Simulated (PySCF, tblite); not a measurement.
**C₅H₇ClSSi: geometry, infrared bands and NMR shifts**

Wanted: the infrared bands and NMR shifts of C₅H₇ClSSi (`C#C[Si@H](Cl)S/C=C\C`), by calculation.

The runs use tblite 0.8.0 and PySCF 2.14.0, with density-fitted response routines of our own; the level of theory stands in each step. All values are computed, except where a source is named. Atoms count from 0, in the outputs and in this text.

## Step 1: Starting geometry

15 atoms, charge 0, multiplicity 1; geometry from: force field or distance geometry start.

Bonds of the start (Å): C0–C1 1.22, C1–Si2 1.83, Si2–Cl3 2.07, Si2–S4 2.17, S4–C5 1.79, C5–C6 1.32, C6–C7 1.46, C0–H8 1.06, Si2–H9 1.49, C5–H10 1.10, C6–H11 1.11, C7–H12 1.11, C7–H13 1.12, C7–H14 1.10.

## Step 2: Relaxing the molecule with GFN2-xTB

The job: settings as JSON, then the geometry in Å.

```
{"job": {"kind": "relax", "xc": "GFN2-xTB", "basis": "xTB"}, "charge": 0, "multiplicity": 1}
C      3.247500     1.306200     0.385700
C      2.724400     0.216100     0.216100
Si     1.987900    -1.437400    -0.019600
Cl     3.150400    -2.569100    -1.306400
S     -0.048700    -1.226200    -0.749800
C     -0.953000    -0.430400     0.571400
C     -1.963400     0.390300     0.383700
C     -2.515800     0.783400    -0.913800
H      3.675000     2.262700     0.540500
H      1.849600    -2.112200     1.298800
H     -0.641600    -0.634100     1.603500
H     -2.450300     0.818300     1.280900
H     -2.799500     1.852400    -0.958200
H     -3.456800     0.217700    -1.142900
H     -1.809900     0.570300    -1.728800
```

On the command line:

```console
> OMP_NUM_THREADS=1 python probes_run.py task.json out
```

This one command runs all jobs of the session in turn.

**Question.** This job is followed by: GFN2-xTB harmonic vibrations, gas phase; GIAO PBE0/pcSseg-1 NMR shielding, non-relativistic, gas phase. What will the session give for the following? strongest single infrared mode (GFN2-xTB); zero-point energy (GFN2-xTB); 13C shifts against TMS (PBE0/pcSseg-1); 1H shifts against TMS (PBE0/pcSseg-1, means over atoms taken as alike); 29Si shifts against TMS (PBE0/pcSseg-1); 35Cl shifts against HCl (PBE0/pcSseg-1); 33S shifts against CS2 (PBE0/pcSseg-1).

As calculated:

```
                                                              quantity                                value
                             strongest single infrared mode (GFN2-xTB)                 621 cm⁻¹, 208 km/mol
                                          zero-point energy (GFN2-xTB)                        62.4 kcal/mol
                                13C shifts against TMS (PBE0/pcSseg-1)  133.4, 123.2, 104.7, 88.5, 17.4 ppm
1H shifts against TMS (PBE0/pcSseg-1, means over atoms taken as alike)     6.10, 5.90, 5.69, 2.22, 1.99 ppm
                               29Si shifts against TMS (PBE0/pcSseg-1)                            -16.6 ppm
                               35Cl shifts against HCl (PBE0/pcSseg-1)                                1 ppm
                                33S shifts against CS2 (PBE0/pcSseg-1)                              -61 ppm
```

What this shows: Over 129 steps the energy fell by 0.198 eV; of the close pairs, Si2–Cl3 changed most, 2.071 to 2.009 Å. All 39 modes are real, so the xTB geometry is a minimum. The strongest single mode, at 621 cm⁻¹, moves mainly H9. GFN2-xTB is a fitted tight-binding method: band positions and strengths are rough. Its intensities can rank the bands wrongly. At PBE0/pcSseg-1: The largest span, 346 ppm, is at S4, where the paramagnetic term is -495 ppm.
